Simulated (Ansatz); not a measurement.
**SrV in Ansatz: convergence with k mesh**

The system is SrV.

```
CELL_PARAMETERS angstrom
0.00000 2.79577 2.79577
2.79577 0.00000 2.79577
2.79577 2.79577 0.00000
ATOMIC_POSITIONS crystal
Sr 0.00493 0.99875 0.98223
V 0.50170 0.50444 0.48438
```

The cell was built by a generator and needn't be a form met in nature.

The cell isn't the ideal one: atoms moved at random, drawn with an rms of 0.05 Å.

- Program: Ansatz 0.2.0
- Task: convergence study
- Functional: PBE
- Potentials or basis: PseudoDojo stringent (PBE files)
- Cutoff: 1143 eV
- Density cutoff: 4572 eV
- k mesh: 3 × 3 × 3
- Occupations: cold, width 0.1 eV
- Spin: collinear spin, ferromagnetic start
- Starting moments: [0.0, 2.0] μB

These are the settings of the first run; the series varies k mesh, with any setting tied to it.

Hardware: 2 threads of Arm Neoverse V2, with other jobs on the host.

| k mesh | energy less the tightest run, at zero smearing (meV/atom) | pressure (GPa) | largest force (eV/Å) | absolute moment (μB) | SCF cycles | CPU time (s) | peak memory (GiB) |
| --- | --- | --- | --- | --- | --- | --- | --- |
| 3 × 3 × 3 | 22.65 | 22.33 | 0.127 | 4.53 | 20 | 13 | 0.37 |
| 4 × 4 × 4 | 0.95 | 19.74 | 0.087 | 3.06 | 13 | 21 | 0.43 |
| 5 × 5 × 5 | 6.95 | 19.10 | 0.092 | 3.14 | 16 | 45 | 0.53 |
| 6 × 6 × 6 | -3.45 | 19.68 | 0.102 | 3.28 | 13 | 74 | 0.68 |
| 7 × 7 × 7 | 1.00 | 19.38 | 0.096 | 3.11 | 15 | 110 | 0.87 |
| 9 × 9 × 9 | 0.02 | 19.52 | 0.098 | 3.17 | 14 | 240 | 1.5 |
| 11 × 11 × 11 | -0.13 | 19.49 | 0.099 | 3.18 | 15 | 450 | 2.4 |
| 13 × 13 × 13 | 0.00 | 19.62 | 0.099 | 3.19 | 13 | 700 | 3.8 |

Against the tightest run, the energy stays within 1 meV/atom from 7 × 7 × 7 on; the largest force stays within 0.005 eV/Å from 6 × 6 × 6 on; the absolute moment stays within 0.02 μB from 9 × 9 × 9 on. Not settled before the last step: the pressure (to 0.1 GPa). Meshes of other sizes hit other points, so gaps and Fermi surfaces needn't settle smoothly. The tightest run that finished is the yardstick and may itself not be fully converged.
